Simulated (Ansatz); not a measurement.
C₂H₄AlF₃, SMILES C[C](F)(F)[AlH][F], a single point in a Gaussian basis

Computed with the Python package of Ansatz (0.2.0).

At the Python prompt:
```pycon
>>> import ansatz as az
>>> BASIS = 'cc-pVDZ'
>>> GEOMETRY = '''
... C    -0.25860   -0.91280    0.93640
... C    -0.14270   -0.44180   -0.52850
... F    -1.38890   -0.52070   -1.19230
... F     0.84200   -1.26270   -1.15820
... Al    0.53000    1.43680   -0.66870
... F    -0.43460    2.80260    0.06390
... H     0.69280   -0.81420    1.46220
... H    -0.63900   -1.89680    0.95820
... H    -1.03790   -0.19520    1.48120
... H     1.91970    1.75360   -1.35130
... '''
>>> system = az.Crystal.molecule()
>>> for line in GEOMETRY.strip().splitlines():
...     symbol, *xyz = line.split()
...     system = system.atom(symbol, [float(v) for v in xyz])
...
>>> setup = (
...     system.calculation()
...     .basis(gaussian=BASIS)
...     .functional(az.LibraryFunctional('B97'))
... )
>>> outcome = setup.run(threads=1, pin='off')
>>> summary = outcome.report
>>> summary['reference_energy_ev']
-16883.866784594826
>>> for key in ('converged', 'free_energy_ev', 'reference_energy_ev', 'n_frozen', 'n_occupied', 'n_virtual'):
...     print(f'{key:22s} {summary[key]}')
...
converged              True
free_energy_ev         -16883.866784594826
reference_energy_ev    -16883.866784594826
n_frozen               0
n_occupied             [28, 28]
n_virtual              [80, 80]
>>> state = summary['mean_field']['state']
>>> print(f'mean field: {state["energy"]["hartree"]:.7f} Ha, <S^2> = {abs(state["spin_squared"]):.4f}, stability: {state.get("stability", {}).get("kind")}')
mean field: -620.4706600 Ha, <S^2> = 0.0000, stability: minimum
```

What to keep in mind:
- Total energies depend on the basis set; only differences at equal settings carry meaning.
- The geometry is a force-field or estimated start, not a minimum of this method, and the basis set is short of its limit.
- The whole script took 6.7 s on 1 thread of AMD EPYC 9B14 (Zen 4) (shared host), peak memory 0.32 GiB.
